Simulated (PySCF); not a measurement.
# CH7NSSeSi: the cost of one run

Computed with PySCF 2.14.0 and routines of our own; the level stands in each step. Atoms count from 0.

### 1 The system as given

12 atoms, charge 0, multiplicity 1; geometry from: GFN2-xTB.

### 2 Relaxing the molecule at PBE0-D3(BJ)/def2-SVP

Job settings and geometry (Å):

```
{"job": {"xc": "PBE0", "basis": "def2-SVP", "d3": "d3bj", "grid": 1, "maxiter": 30, "shake": 0.01, "kind": "geom"}, "charge": 0, "multiplicity": 1}
C      2.231690     0.188470     0.289680
S      0.831600    -0.716140     1.033490
Si    -0.694440    -0.372850    -0.457280
N     -2.079980    -0.905190     0.297040
Se    -0.972400     1.845510    -0.982670
H      2.578040    -0.317820    -0.585070
H      2.999290     0.285450     1.037530
H      1.888490     1.213330    -0.000250
H     -0.241940    -0.949470    -1.697120
H     -2.103150    -1.741810     0.876160
H     -3.002730    -0.798670    -0.164060
H     -1.394770     2.240900     0.343510
```

The run is started by

```sh
OMP_NUM_THREADS=1 python heavy_run.py task.json out
```

The driver reads the jobs from task.json and runs them one after another.

Q: Estimate the wall time and peak memory of this first job on 1 thread of Arm Neoverse V1, shared host.

About 92 s, with a peak of 0.55 GiB.
